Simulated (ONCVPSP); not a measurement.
# Pseudopotential generation for gold: ONCV, PBEsol

Task: generate the file, and judge it by its errors in other configurations, its logarithmic derivatives, its ghosts and its cutoff.

Method: ONCVPSP 4.0.1, PBEsol, scalar-relativistic.

## Step 1: The design

Typed settings, in words:

```json
{
 "element": "gold (Au, Z = 79)",
 "type": "optimised norm-conserving Vanderbilt (ONCV)",
 "frozen core": "[Xe] 4f14",
 "valence charge": "11",
 "reference configuration": "5d9 6s2",
 "partial waves": "6s: rc 2.35 bohr, ncon 5, nbas 10, qcut 2.4 1/bohr, 2 projectors, debl 2.9 Ha; p scattering state at 0.36 Ha: rc 2.15 bohr, ncon 4, nbas 9, qcut 3.2 1/bohr, 3 projectors, debl 0.6 Ha; 5d: rc 1.60 bohr, ncon 5, nbas 10, qcut 9.5 1/bohr, 1 projector",
 "local potential": "polynomial inside 1.60 bohr (lpopt 2, dvloc0 0 Ha)",
 "core correction": "not asked for"
}
```

## Step 2: The generation run

Contents of Au.dat:

```
# ATOM AND REFERENCE CONFIGURATION
# atsym  z   nc   nv     iexc    psfile
  Au 79.00   12    2  -116133      upf
#
#   n    l    f
    1    0    2.00
    2    0    2.00
    2    1    6.00
    3    0    2.00
    3    1    6.00
    3    2   10.00
    4    0    2.00
    4    1    6.00
    4    2   10.00
    4    3   14.00
    5    0    2.00
    5    1    6.00
    5    2    9.00
    6    0    2.00
#
# PSEUDOPOTENTIAL AND OPTIMIZATION
# lmax
    2
#
#   l,   rc,      ep,       ncon, nbas, qcut
    0    2.35    0.00    5   10    2.40
    1    2.15    0.36    4    9    3.20
    2    1.60    0.00    5   10    9.50
#
# LOCAL POTENTIAL
# lloc, lpopt,  rc(5),   dvloc0
    4    2    1.60    0.00
#
# VANDERBILT-KLEINMAN-BYLANDER PROJECTORs
# l, nproj, debl
    0    2    2.90
    1    3    0.60
    2    1    3.60
#
# MODEL CORE CHARGE
# icmod, fcfact, rcfact
    0    0.00    0.00
#
# LOG DERIVATIVE ANALYSIS
# epsh1, epsh2, depsh
   -2.00    5.00    0.02
#
# OUTPUT GRID
# rlmax, drl
    6.00    0.01
#
# TEST CONFIGURATIONS
# ncnf
    4
# nvcnf
#   n    l    f
    2
    5    2   10.00
    6    0    1.00
#
    2
    5    2   10.00
    6    0    0.00
#
    2
    5    2    9.00
    6    0    0.00
#
    3
    5    2   10.00
    6    0    0.00
    6    1    1.00
#
```

Launch:

```console
$ oncvpsp.x < Au.dat > Au.out
```

**Question.** What will these runs give? Wanted: cutoffs for 1 and 0.1 mHa per electron, occupied waves; bound ghosts; GHOST(+) flags; largest test error; largest phase difference near zero energy, channels read.

As calculated:

| quantity | value |
| --- | --- |
| cutoffs for 1 and 0.1 mHa per electron, occupied waves | 20 Ha and 49 Ha |
| bound ghosts | p at -59.29 eV |
| GHOST(+) flags | s at 72 eV, p at 608 eV, p at 1011 eV, p at 1570 eV |
| largest test error (AE − PS) | -64 meV, for 5d10 6s0 (1 test unsolved) |
| largest phase difference near zero energy, channels read | 0.001 rad |

A bound ghost (p) makes it unfit for use: electrons can fall into a state that the atom doesn't have. Close by lies the frozen 5p level (-62.6 eV). By total energies transferability is fair where solved: the largest error is 64 meV on 7.8 eV, for 5d10 6s0. Of the tests 1 gave no usable energy difference, which is a warning in itself. The potential is of middling hardness: the looser tolerance needs 20 Ha. Near zero energy the phases of the channels with partial waves agree within 0.001 rad. The program also flags highly localised states, GHOST(+) (s, p). All of this concerns the isolated atom, not yet a solid.
